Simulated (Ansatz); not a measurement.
# HBr4: the cost of one run

Method: reference: DFT r2SCAN, plane waves, PAW, scalar-relativistic, no spin polarisation, in Ansatz 0.2.0.

### 1 Starting point

Symmetry: Cmmm, No. 65, orthorhombic system. Conventional cell: a = 8.109 Å, b = 8.515 Å, c = 3.641 Å, α = 90.00°, β = 90.00°, γ = 90.00°. Br (site symmetry m2m) is surrounded by 2 H at 2.43 Å. H (site symmetry mmm) is surrounded by 6 Br at 2.31 to 2.43 Å. Around Br (site symmetry 2mm) lie 1 H at 2.31 Å.

Coordinates:

```
Br H
1.0
     4.05449    4.25749    0.00000
     4.05449   -4.25749    0.00000
     0.00000    0.00000   -3.64080
Br H
4 1
Direct
  0.18940 0.81060 0.50000
  0.81060 0.18940 0.50000
  0.28520 0.28520 0.00000
  0.71480 0.71480 0.00000
  0.00000 0.00000 0.00000
```

### 2 The reference run

Input file input.yaml:

```yaml
crystal:
  lattice:
    - [4.054486, 4.257492, 0.0]
    - [4.054486, -4.257492, 0.0]
    - [0.0, 0.0, -3.640805]
  atoms:
    - { symbol: Br, position: [0.1894, 0.8106, 0.5] }
    - { symbol: Br, position: [0.8106, 0.1894, 0.5] }
    - { symbol: H, position: [0.0, 0.0, 0.0] }
    - { symbol: Br, position: [0.2852, 0.2852, 0.0] }
    - { symbol: Br, position: [0.7148, 0.7148, 0.0] }
  symmetry: { tolerance: 0.0003 }
kpoints:
  mp_grid: { grid: [3, 3, 5], shift: [0, 0, 0] }
magnetization:
  spin_polarized: false
scf:
  occupations: { method: fermi_dirac }
hamiltonian:
  pseudopotentials: { kind: paw }
  xc: r2scan
basis:
  ecutwfc: 500
output:
  forces: true
  stress: true
  eigenvalues: true
  write_density: true
  write_potential: true
  elf: true
  volumetric_format: npy
relax:
  max_steps: 40
  cell: {}
```

The run is started by

```console
ansatz run input.yaml --threads 1 --pin off --max-ram 2560MiB --backend cpu --events-out ev --progress --plain --runs-dir out
```

What time and memory should one allow on 1 thread of AMD EPYC 9R45 (Zen 5), shared host?

About 31 s, with a peak of 0.64 GiB.
